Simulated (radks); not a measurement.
# Br³⁺ in [Ar] 3d10 4s1.5 4p2 5s0.5: an all-electron calculation

Wanted: eigenvalues, radial structure and energy terms of the bromine ion Br3+.

The numbers are computed with radks (a radial shooting solver on a logarithmic mesh, Libxc functionals) version 1 (Dirac Kohn-Sham, BLYP, spin-unpolarised, spherical densities, finite nucleus; open shells fill j = l - 1/2 first), except any that are marked as measured or tabulated.

### 1 The system

| Quantity | Value |
| --- | --- |
| element | bromine (Z = 35) |
| charge | +3 |
| electrons | 32 |
| configuration | [Ar] 3d10 4s1.5 4p2 5s0.5 |
| nuclear rms radius | 4.1629 fm |

### 2 The calculation

The run's settings:

```text
Z 35
configuration [Ar] 3d10 4s1.5 4p2 5s0.5 4d0 5p0
relativity Dirac
functional b88,lyp
spin unpolarised
j_filling energy
nucleus finite rms 4.1629 fm
c 137.035999084
```

On the command line:

```console
python run_ks.py task.json out
```

All runs below come from this command, one after another.

What does the calculation give?

**Answer**, as computed:

| quantity | value |
| --- | --- |
| total energy | -2603.86608 hartree |
| exchange-correlation share of it | 3.51 % |
| −T/E | 1.0255 |
| highest occupied level | 5s1/2, -20.808 eV |
| most extended occupied level | 5s1/2, <r> = 3.45 bohr |
| radius at density 0.001 e/bohr³ | 3.90 bohr |
| maxima of the radial density | 3 |

What this shows: The radial density shows 3 maxima for 5 occupied principal shells; where shells overlap, one shows as a shoulder or not at all. Relativity lifts −T/E to 1.026. This is not the tabulated ground configuration, so its levels and sizes aren't those of the ground state, and no measured value stands beside it.
